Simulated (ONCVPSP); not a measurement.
# An ONCV potential for Ce, from input to tests

Task: generate the file, and judge it by its errors in other configurations, its logarithmic derivatives, its ghosts and its cutoff.

Program: ONCVPSP 4.0.1. Reference atom: LDA (Perdew-Wang 92), scalar-relativistic, spherical and spin-unpolarised. All values are calculated.

1 further run of the same task is left out (set aside as unsound or not needed).

### Step 1. The atom and the settings

The settings as typed:

```
element                 : cerium (Ce, Z = 58)
type                    : optimised norm-conserving Vanderbilt (ONCV)
frozen core             : [Kr] 4d10
valence charge          : 12
reference configuration : 4f1 5s2 5p6 5d1 6s1.5 6p0.5
partial waves           : 5s+6s: rc 2.70 bohr, ncon 5, nbas 8, qcut 3.4 1/bohr, 2 projectors; 5p+6p: rc 3.40 bohr, ncon 4, nbas 9, qcut 3.4 1/bohr, 3 projectors, debl 0.9 Ha; 5d: rc 3.90 bohr, ncon 4, nbas 8, qcut 4.7 1/bohr, 2 projectors, debl 2.4 Ha; 4f: rc 1.85 bohr, ncon 5, nbas 10, qcut 9.3 1/bohr, 2 projectors, debl 1.9 Ha
local potential         : polynomial inside 1.75 bohr (lpopt 5, dvloc0 0 Ha)
core correction         : Teter function, fcfact 3.5, rcfact 1.6
```

### Step 2. Generation

Ce.dat reads:

```
# ATOM AND REFERENCE CONFIGURATION
# atsym  z   nc   nv     iexc    psfile
  Ce 58.00    9    6  -001012      upf
#
#   n    l    f
    1    0    2.00
    2    0    2.00
    2    1    6.00
    3    0    2.00
    3    1    6.00
    3    2   10.00
    4    0    2.00
    4    1    6.00
    4    2   10.00
    4    3    1.00
    5    0    2.00
    5    1    6.00
    5    2    1.00
    6    0    1.50
    6    1    0.50
#
# PSEUDOPOTENTIAL AND OPTIMIZATION
# lmax
    3
#
#   l,   rc,      ep,       ncon, nbas, qcut
    0    2.70    0.00    5    8    3.40
    1    3.40    0.00    4    9    3.40
    2    3.90    0.00    4    8    4.70
    3    1.85    0.00    5   10    9.30
#
# LOCAL POTENTIAL
# lloc, lpopt,  rc(5),   dvloc0
    4    5    1.75    0.00
#
# VANDERBILT-KLEINMAN-BYLANDER PROJECTORs
# l, nproj, debl
    0    2    3.60
    1    3    0.90
    2    2    2.40
    3    2    1.90
#
# MODEL CORE CHARGE
# icmod, fcfact, rcfact
    3    3.50    1.60
#
# LOG DERIVATIVE ANALYSIS
# epsh1, epsh2, depsh
   -3.00    5.00    0.02
#
# OUTPUT GRID
# rlmax, drl
    6.00    0.01
#
# TEST CONFIGURATIONS
# ncnf
    4
# nvcnf
#   n    l    f
    6
    4    3    1.00
    5    0    2.00
    5    1    6.00
    5    2    1.00
    6    0    2.00
    6    1    0.00
#
    6
    4    3    1.00
    5    0    2.00
    5    1    6.00
    5    2    1.00
    6    0    1.00
    6    1    0.00
#
    6
    4    3    1.00
    5    0    2.00
    5    1    6.00
    5    2    1.00
    6    0    0.00
    6    1    0.00
#
    6
    4    3    0.00
    5    0    2.00
    5    1    6.00
    5    2    2.00
    6    0    2.00
    6    1    0.00
#
```

Launch:

```bash
$ oncvpsp.x < Ce.dat > Ce.out
```

What does the calculation give? Wanted: cutoffs for 1 and 0.1 mHa per electron, occupied waves; bound ghosts; GHOST(+) flags; largest test error; largest phase difference near zero energy, channels read; rms error of d²Exc/dn², without and with the model core.

The runs gave:

| quantity | value |
| --- | --- |
| cutoffs for 1 and 0.1 mHa per electron, occupied waves | 38 Ha and 43 Ha |
| bound ghosts | none found |
| GHOST(+) flags | s at 52 eV, d at 326 eV |
| largest test error (AE − PS) | +569 meV, for 4f0 5s2 5p6 5d2 6s2 6p0 |
| largest phase difference near zero energy, channels read | 0.008 rad |
| rms error of d²Exc/dn², without and with the model core | 10.07 and 3.86 mHa |

What this shows: By total energies transferability is poor: the largest error is 569 meV on 3.7 eV, for 4f0 5s2 5p6 5d2 6s2 6p0. It counts as hard, with 38 Ha needed at the looser tolerance. At the looser tolerance the 4f wave is the slowest; 5s needs 7 Ha. The program's ghost test flags no bound state. Near zero energy the phases of the channels with partial waves agree within 0.008 rad. The program also flags highly localised states, GHOST(+) (s, d). These are tests on the free atom; a crystal test is still owed.
